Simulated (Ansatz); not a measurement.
A run of Ansatz 0.2.0 is set up as follows.

The input input.yaml:

```yaml
crystal:
  lattice:
    - [5.43212, -0.0113, -0.00034]
    - [2.44365, 4.93484, -0.01855]
    - [0.1094, 2.68471, 5.04562]
  atoms:
    - { symbol: Na, position: [0.6974, 0.05972, 0.73638] }
    - { symbol: La, position: [0.41072, 0.51412, 0.00994] }
    - { symbol: Mn, position: [0.92147, 0.57866, 0.41655], spin: 4.0 }
    - { symbol: Mo, position: [0.21633, 0.9787, 0.33337], spin: 1.0 }
    - { symbol: O, position: [0.56869, 0.61375, 0.56391] }
    - { symbol: O, position: [0.40995, 0.05114, 0.05764] }
    - { symbol: O, position: [0.31236, 0.2107, 0.45135] }
    - { symbol: O, position: [0.04288, 0.86047, 0.1214] }
    - { symbol: O, position: [0.05836, 0.76646, 0.60633] }
    - { symbol: O, position: [0.86183, 0.36628, 0.20313] }
hamiltonian:
  xc: pbe
  pseudopotentials: { kind: paw }
magnetization:
  spin_polarized: true
kpoints:
  mp_grid: { grid: [6, 6, 5] }
scf:
  occupations: { method: fermi_dirac, width: 0.05 }
  n_extra_bands: 25
output:
  forces: true
  stress: true
  eigenvalues: true
  dos: { projected: true, de: 0.05, nscf_kmesh: { grid: [9, 9, 8] } }
```

Potentials or basis: Ansatz PAW.

The run is started by

```sh
$ ansatz run input.yaml --threads 8 --pin off --max-ram 20480MiB --backend cpu --events-out ev --progress --plain --runs-dir out
```

Q: Predict the absolute moment.

A: 5.03 μB per cell.

Q: What does it give for the band gap on the k mesh?

A: 0.17 eV, indirect (least direct gap 0.33 eV).

Q: What does it give for the net moment?

A: 5.00 μB per cell.

Q: Estimate the largest force.

A: 0.019 eV/Å.

States per cell in windows of 1 eV (zero at the valence-band top; states under -8 eV left out):
```csv
from (eV),up,down,O 2p up,O 2p down,La 4f down,La 4f up,Mn 3d up,Mn 3d down
-8.0,0.08,0.00,0.05,0.00,0.00,0.00,0.00,0.00
-7.0,4.92,4.59,2.93,2.84,0.01,0.01,0.22,0.07
-6.0,2.72,2.03,2.02,1.56,0.01,0.01,0.32,0.05
-5.0,3.77,3.46,2.83,2.90,0.03,0.03,0.50,0.12
-4.0,5.50,5.81,4.51,5.15,0.06,0.05,0.53,0.16
-3.0,1.97,2.11,1.04,1.93,0.02,0.01,0.82,0.06
-2.0,2.73,0.00,0.82,0.00,0.00,0.01,1.73,0.00
-1.0,1.30,0.00,0.44,0.00,0.00,0.01,0.65,0.00
0.0,3.00,3.00,0.97,0.79,0.08,0.08,0.14,0.17
1.0,0.00,2.22,0.00,0.13,0.13,0.00,0.00,1.78
2.0,7.01,9.01,0.16,0.37,6.36,6.50,0.01,1.76
3.0,2.21,2.56,0.29,0.33,0.16,0.12,0.01,0.57
4.0,2.51,2.59,0.46,0.47,0.05,0.05,0.01,0.10
5.0,2.02,2.17,0.39,0.42,0.04,0.04,0.01,0.04
6.0,2.08,1.54,0.30,0.25,0.02,0.02,0.00,0.02
7.0,1.13,1.33,0.12,0.13,0.01,0.01,0.00,0.02
```

Caveat: odd divisions of the mesh miss points on the zone boundary, where band edges often lie, so the gap on the mesh can be too wide; spin-orbit coupling is left out, which moves the levels of the heavy elements; a cell with one magnetic atom can't hold antiferromagnetic order, which such compounds often take; the density of states is complete only up to the lowest level of the last band computed. A k mesh can miss the band edges.
